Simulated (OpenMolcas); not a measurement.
# One shape, several levels: Si2H6O2 (SMILES O[SiH2][SiH2]O)

Wanted: a comparison of 6 runs (HF/6-31G*, BHLYP/6-31G*, M06-2X/6-31G*, PBE/6-31G*, SVWN5/6-31G*, r2SCAN/6-31G*) of Si2H6O2. 

The calculation is run with OpenMolcas 26.06.

1 further run of the same task is left out (set aside as unsound or not needed).

## Step 1: Starting point

The species is Si2H6O2 (10 atoms), meant as a singlet with charge 0. SMILES: `O[SiH2][SiH2]O`. Geometry: relaxed at PBE0-D4/def2-TZVP. This is one conformer, not always the lowest.

Bond lengths: O1–Si2 1.656 Å, Si2–Si3 2.357 Å, Si3–O4 1.656 Å, O1–H5 0.958 Å, Si2–H6 1.487 Å, Si2–H7 1.494 Å, Si3–H8 1.493 Å, Si3–H9 1.487 Å, O4–H10 0.958 Å. Some angles: O1–Si2–Si3 112.1°, Si2–Si3–O4 112.1°, O1–Si2–H6 105.4°, O1–Si2–H7 111.3°, Si3–Si2–H6 110.5°, Si3–Si2–H7 109.5°, Si2–O1–H5 117.4°, Si2–Si3–H8 109.5°, Si2–Si3–H9 110.5°, O4–Si3–H8 111.3°.

## Step 2: Energy and forces at HF/6-31G(d) (spherical functions) (run 1)

coord.xyz reads:

```xyz
10

O     -1.023300     1.887700     1.029000
Si     0.114300     0.686000     0.959700
Si    -0.148600    -0.673600    -0.947700
O      0.987200    -1.877000    -1.014900
H     -1.013300     2.545500     0.332800
H     -0.079100    -0.112900     2.199100
H      1.498300     1.246700     0.986300
H     -1.533500    -1.232000    -0.975500
H      0.047500     0.124300    -2.187300
H      0.975700    -2.534100    -0.318000
```

test.input reads:

```
&GATEWAY
BASLIB=$CurrDir
COORD=coord.xyz
BASIS=6-31Gs
GROUP=NoSym
&SEWARD
&SCF
THRESHOLDS=1e-10 1e-07 1e-07 1e-05
PRORBITALS=1
&ALASKA
```

The basis set 6-31G* is read from a file made from the Basis Set Exchange's data (not shown).

On the command line:

```console
$ export MOLCAS_MEM=1860
$ pymolcas test.input > test.log
```

Output:

```text
--- Start Module: gateway ---
[...]
--- Stop Module: gateway /rc=_RC_ALL_IS_WELL_ ---
[...]
      Basis functions           76
[...]
--- Start Module: scf ---
[...]
       Convergence after  12 Iterations
[...]
::    Total SCF energy                               -731.1041631277
[...]
      Total spin, S                                     0.0000000000
[...]
      Total electronic charge=   50.000000
      Total            charge=   -0.000000
[...]
      Dipole Moment (debye):
      Origin of the operator (angstrom)=   -0.0175    0.0059    0.0064
                   X= -1.6082E-03               Y=  1.8877E-03               Z= -6.6310E-04           Total=  2.5669E-03
      Quadrupole Moment (debye*angstrom):
[...]
--- Stop Module: scf /rc=_RC_ALL_IS_WELL_ ---
[...]
--- Start Module: alaska ---
[...]
 *              Molecular gradients               *
 **************************************************
  Irreducible representation: a
 ------------------------------------------------------------------------------------------
                              X                       Y                       Z
 ------------------------------------------------------------------------------------------
  O1               -8.29844691718762E-05   -9.28576191042652E-03    1.08512339567470E-02
  SI2              -4.76074833448781E-03    3.45662582342410E-03   -5.48052142994848E-03
  SI3               4.78391031678704E-03   -3.50857928615445E-03    5.47345926893072E-03
  O4                7.11141224609690E-05    9.34785308096409E-03   -1.08870348952026E-02
  H5                8.83839685972332E-04    7.25809321002968E-03   -9.22353054347047E-03
  H6               -1.17522713860124E-03   -2.02575799513438E-03    4.00254026693059E-03
  H7                4.61853169265325E-03    1.34175517220614E-03    2.04156644469877E-04
  H8               -4.62103900630151E-03   -1.32615019121229E-03   -2.04181519835589E-04
[...]
--- Stop Module: alaska /rc=_RC_ALL_IS_WELL_ ---
[...]
```

Wall time 5.1 s (1 thread of Intel Xeon 6975P-C (Granite Rapids), shared host); peak memory 0.43 GiB.

## Step 3: Energy and gradient at BHLYP/6-31G(d) (spherical functions) (run 2)

geom.xyz reads:

```xyz
10

O     -1.023300     1.887700     1.029000
Si     0.114300     0.686000     0.959700
Si    -0.148600    -0.673600    -0.947700
O      0.987200    -1.877000    -1.014900
H     -1.013300     2.545500     0.332800
H     -0.079100    -0.112900     2.199100
H      1.498300     1.246700     0.986300
H     -1.533500    -1.232000    -0.975500
H      0.047500     0.124300    -2.187300
H      0.975700    -2.534100    -0.318000
```

mol.inp reads:

```
* H6O2Si2 Kohn-Sham DFT

&GATEWAY
  BasLib=$CurrDir
  Coord=geom.xyz
  Basis=6-31Gs
  Group=NoSym

&SEWARD
  GridInput
  Grid=UltraFine
  End of Grid

&SCF
  KSDFT=HYB_GGA_XC_BHANDHLYP
  Thresholds=1e-10 1e-07 1e-07 1e-05
  PrOrbitals=1 2

&ALASKA
```

The basis set 6-31G* is read from a file made from the Basis Set Exchange's data (not shown).

On the command line:

```console
$ export MOLCAS_MEM=1860
$ pymolcas mol.inp > mol.log
```

Output:

```text
--- Start Module: gateway ---
[...]
--- Stop Module: gateway /rc=_RC_ALL_IS_WELL_ ---
[...]
      Basis functions           76
[...]
--- Start Module: scf ---
[...]
       Convergence after  12 Iterations
[...]
::    Total KS-DFT energy                            -732.9761218376
[...]
      Total spin, S                                     0.0000000000
[...]
      Total electronic charge=   50.000000
      Total            charge=   -0.000000
[...]
      Dipole Moment (debye):
      Origin of the operator (angstrom)=   -0.0175    0.0059    0.0064
                   X= -1.6038E-03               Y=  1.7050E-03               Z= -5.0762E-04           Total=  2.3952E-03
      Quadrupole Moment (debye*angstrom):
[...]
--- Stop Module: scf /rc=_RC_ALL_IS_WELL_ ---
[...]
--- Start Module: alaska ---
[...]
 *              Molecular gradients               *
 **************************************************
  Irreducible representation: a
 ------------------------------------------------------------------------------------------
                              X                       Y                       Z
 ------------------------------------------------------------------------------------------
  O1                2.09561194969865E-03   -3.67957337259028E-03    2.09156555147239E-03
  SI2              -4.72423792221743E-03    4.16416394060903E-03   -1.35572393907779E-03
  SI3               4.75017057935645E-03   -4.21713667221646E-03    1.35097104975301E-03
  O4               -2.12281165130968E-03    3.75182812496000E-03   -2.12434875519119E-03
  H5                1.49458569175254E-04    1.38757588619542E-03   -1.87237328819512E-03
  H6               -7.55622690469138E-04   -2.00125685177888E-03    3.34053356009889E-03
  H7                3.31468163817661E-03    1.53557698424511E-03   -6.52976100303237E-05
  H8               -3.31764214646491E-03   -1.52234013728347E-03    6.53672127979288E-05
[...]
--- Stop Module: alaska /rc=_RC_ALL_IS_WELL_ ---
[...]
```

Wall time 20 s (1 thread of Intel Xeon 6975P-C (Granite Rapids), shared host); peak memory 0.43 GiB.

Run 3 isn't shown in full; the table further down has it.

## Step 4: Energy and gradient at PBE/6-31G(d) (spherical functions) (run 4)

calc.inp reads:

```
&GATEWAY
BasLib
$CurrDir
Coord
10
angstrom
O       -1.023300       1.887700       1.029000
Si       0.114300       0.686000       0.959700
Si      -0.148600      -0.673600      -0.947700
O        0.987200      -1.877000      -1.014900
H       -1.013300       2.545500       0.332800
H       -0.079100      -0.112900       2.199100
H        1.498300       1.246700       0.986300
H       -1.533500      -1.232000      -0.975500
H        0.047500       0.124300      -2.187300
H        0.975700      -2.534100      -0.318000
Basis
6-31Gs
Group
NoSym
&SEWARD
GridInput
Grid=UltraFine
End of Grid
&SCF
KSDFT
PBE
Thresholds
1e-10 1e-07 1e-07 1e-05
PrOrbitals
0
&ALASKA
```

The basis set 6-31G* is read from a file made from the Basis Set Exchange's data (not shown).

On the command line:

```console
$ export MOLCAS_MEM=1860
$ pymolcas calc.inp > calc.log
```

Output:

```text
--- Start Module: gateway ---
[...]
--- Stop Module: gateway /rc=_RC_ALL_IS_WELL_ ---
[...]
      Basis functions           76
[...]
--- Start Module: scf ---
[...]
       Convergence after  14 Iterations
[...]
::    Total KS-DFT energy                            -732.5734350819
[...]
      Total spin, S                                     0.0000000000
[...]
      Total electronic charge=   50.000000
      Total            charge=   -0.000000
[...]
      Dipole Moment (debye):
      Origin of the operator (angstrom)=   -0.0175    0.0059    0.0064
                   X= -1.7038E-03               Y=  1.3196E-03               Z= -1.6780E-04           Total=  2.1616E-03
      Quadrupole Moment (debye*angstrom):
[...]
--- Stop Module: scf /rc=_RC_ALL_IS_WELL_ ---
[...]
--- Start Module: alaska ---
[...]
 *              Molecular gradients               *
 **************************************************
  Irreducible representation: a
 ------------------------------------------------------------------------------------------
                              X                       Y                       Z
 ------------------------------------------------------------------------------------------
  O1                1.48638597167352E-02   -2.66367753932428E-03   -1.46982694292150E-02
  SI2              -7.75981559152683E-03    9.34098845517545E-03    6.46583572018500E-03
  SI3               7.78593820035312E-03   -9.40550076092766E-03   -6.45799993358587E-03
  O4               -1.49070385212511E-02    2.77168116916293E-03    1.46549058159975E-02
  H5               -9.31675430559720E-04   -1.03590283681734E-02    1.21523607806475E-02
  H6                6.09880993862832E-04    2.47461659780601E-03   -4.23792832374037E-03
  H7               -6.10014967969086E-03   -9.11309624307410E-04   -6.20321066640450E-04
  H8                6.10071037097715E-03    9.09137235382884E-04    6.27370838154562E-04
[...]
--- Stop Module: alaska /rc=_RC_ALL_IS_WELL_ ---
[...]
```

Wall time 22 s (1 thread of Intel Xeon 6975P-C (Granite Rapids), shared host); peak memory 0.43 GiB.

Run 5 isn't shown in full; the table further down has it.

## Step 5: Energy and forces at r2SCAN/6-31G(d) (spherical functions) (run 6)

run.input reads:

```
>>> EXPORT MOLCAS_PRINT=2
&GATEWAY
BasLib
$CurrDir
Coord
10
angstrom
O       -1.023300       1.887700       1.029000
Si       0.114300       0.686000       0.959700
Si      -0.148600      -0.673600      -0.947700
O        0.987200      -1.877000      -1.014900
H       -1.013300       2.545500       0.332800
H       -0.079100      -0.112900       2.199100
H        1.498300       1.246700       0.986300
H       -1.533500      -1.232000      -0.975500
H        0.047500       0.124300      -2.187300
H        0.975700      -2.534100      -0.318000
Basis
6-31Gs
Group
NoSym
&SEWARD
GridInput
Grid=UltraFine
End of Grid
&SCF
KSDFT
2
1.0 MGGA_X_R2SCAN
1.0 MGGA_C_R2SCAN
Thresholds
1e-10 1e-07 1e-07 1e-05
PrOrbitals
1 2
&ALASKA
```

The basis set 6-31G* is read from a file made from the Basis Set Exchange's data (not shown).

On the command line:

```console
$ export MOLCAS_MEM=1860
$ pymolcas run.input > run.log
```

Output:

```text
--- Start Module: gateway ---
[...]
--- Stop Module: gateway /rc=_RC_ALL_IS_WELL_ ---
[...]
      Basis functions           76
[...]
--- Start Module: scf ---
[...]
       Convergence after  13 Iterations
[...]
::    Total KS-DFT energy                            -732.9175747440
[...]
      Total spin, S                                     0.0000000000
[...]
      Total electronic charge=   50.000000
      Total            charge=   -0.000000
[...]
      Dipole Moment (debye):
      Origin of the operator (angstrom)=   -0.0175    0.0059    0.0064
                   X= -1.7186E-03               Y=  1.4442E-03               Z= -2.3911E-04           Total=  2.2575E-03
      Quadrupole Moment (debye*angstrom):
[...]
--- Stop Module: scf /rc=_RC_ALL_IS_WELL_ ---
[...]
--- Start Module: alaska ---
[...]
 *              Molecular gradients               *
 **************************************************
  Irreducible representation: a
 ------------------------------------------------------------------------------------------
                              X                       Y                       Z
 ------------------------------------------------------------------------------------------
  O1                8.55779453496908E-03   -1.93040800303201E-03   -7.63391849128681E-03
  SI2              -4.89739420374491E-03    6.18209862787289E-03    4.02829250810832E-03
  SI3               4.92389649874614E-03   -6.23984423693336E-03   -4.02770333952951E-03
  O4               -8.59517572235191E-03    2.02140123427519E-03    7.59649869799794E-03
  H5               -6.42326360796142E-04   -5.14483117877429E-03    6.22817070070436E-03
  H6               -1.08122304348479E-04    5.44748612730572E-04   -8.40045142894041E-04
  H7               -2.24730637826021E-03    3.47598761170298E-04   -4.13931470038653E-04
  H8                2.24654493372078E-03   -3.43299048030765E-04    4.18035977896192E-04
[...]
--- Stop Module: alaska /rc=_RC_ALL_IS_WELL_ ---
[...]
```

Run time: 26 s. Hardware: 1 thread of Intel Xeon 6975P-C (Granite Rapids), shared host; peak memory 0.43 GiB.

## Step 6: The series

```csv
run,level,integration grid,energy (Eh),dipole moment (D),HOMO energy (eV),LUMO energy (eV),wall time
1,HF/6-31G* (spherical functions),–,-731.104163,0.00,-10.36,2.54,5.1 s
2,BHLYP/6-31G* (spherical functions),UltraFine,-732.976122,0.00,-8.48,0.26,20 s
3,M06-2X/6-31G* (spherical functions),UltraFine,-732.933964,0.00,-8.43,0.18,25 s
4,PBE/6-31G* (spherical functions),UltraFine,-732.573435,0.00,-5.92,-1.44,22 s
5,SVWN5/6-31G* (spherical functions),UltraFine,-729.607245,0.00,-5.98,-1.65,16 s
6,r2SCAN/6-31G* (spherical functions),UltraFine,-732.917575,0.00,-6.27,-1.10,26 s
```

## Step 7: Outcome

| quantity | value |
| --- | --- |
| run 6: total energy | -732.91757 Eh |
| run 6: dipole moment | 0.00 D |
| run 6: HOMO energy | -6.27 eV |
| run 6: LUMO energy | -1.10 eV |
| run 6: HOMO–LUMO gap | 5.17 eV |
| run 6: largest force on an atom | 0.599 eV/Å |

The HOMO–LUMO gap runs from 4.33 eV (SVWN5/6-31G*) to 12.90 eV (HF/6-31G*). Exact exchange widens orbital gaps. Totals of different functionals can't be ranked against each other. All runs together took 1.9 min, the longest 26 s.
